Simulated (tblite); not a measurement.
# C5H15NP2Si: the cost of one run

Programs: tblite 0.8.0 and PySCF 2.14.0, with density-fitted response routines of our own. Each step states its level of theory. These are calculated values for one molecule in the gas phase, unless marked as measured. Atoms count from 0, in the outputs and in this text.

### Step 1. The molecule as given

24 atoms, charge 0, multiplicity 1; geometry from: force field or distance geometry start.

Bonds of the start (Å): C0–N1 1.45, N1–C2 1.40, C2–C3 1.50, C3–C4 1.51, C4–C5 1.54, N1–Si6 1.74, Si6–P7 2.21, Si6–P8 2.22, C5–C2 1.48, C0–H9 1.09, C0–H10 1.12, C0–H11 1.12, C2–H12 1.13, C3–H13 1.11, C3–H14 1.11, C4–H15 1.10, C4–H16 1.09, C5–H17 1.13, C5–H18 1.09, Si6–H19 1.44, P7–H20 1.46, P7–H21 1.44, P8–H22 1.47, P8–H23 1.44.

### Step 2. Geometry optimisation with GFN2-xTB

What the job is given:

```
{"job": {"kind": "relax", "xc": "GFN2-xTB", "basis": "xTB"}, "charge": 0, "multiplicity": 1}
C      0.639400    -1.474500     1.204200
N      0.236200    -0.837900    -0.034600
C     -1.131400    -0.562800    -0.143000
C     -1.788700     0.359400     0.847100
C     -2.767300     0.721600    -0.238600
C     -1.684900     0.273000    -1.238400
Si     1.384900     0.282200    -0.708300
P      2.360400     1.613900     0.760600
P      3.003100    -0.935700    -1.618300
H      1.173400    -0.852700     1.918200
H      1.250100    -2.382300     0.963300
H     -0.284800    -1.868300     1.690600
H     -1.708200    -1.536300    -0.119300
H     -2.274900    -0.209400     1.669800
H     -1.134500     1.191300     1.186200
H     -2.948700     1.807700    -0.246300
H     -3.665000     0.099700    -0.294500
H     -2.141300    -0.339800    -2.067900
H     -1.157500     1.157600    -1.587600
H      0.881200     1.137300    -1.758400
H      2.368400     3.015400     0.337800
H      1.873800     1.459000     2.104900
H      3.379400    -1.997400    -0.677600
H      4.125000    -0.101100    -1.942300
```

Run with:

```console
$ OMP_NUM_THREADS=1 python probes_run.py task.json out
```

This one command runs all jobs of the session in turn.

Q: Estimate the wall time and peak memory of this first job on 1 thread of Arm Neoverse V1, shared host.

About 3.2 s, with a peak of 0.19 GiB.
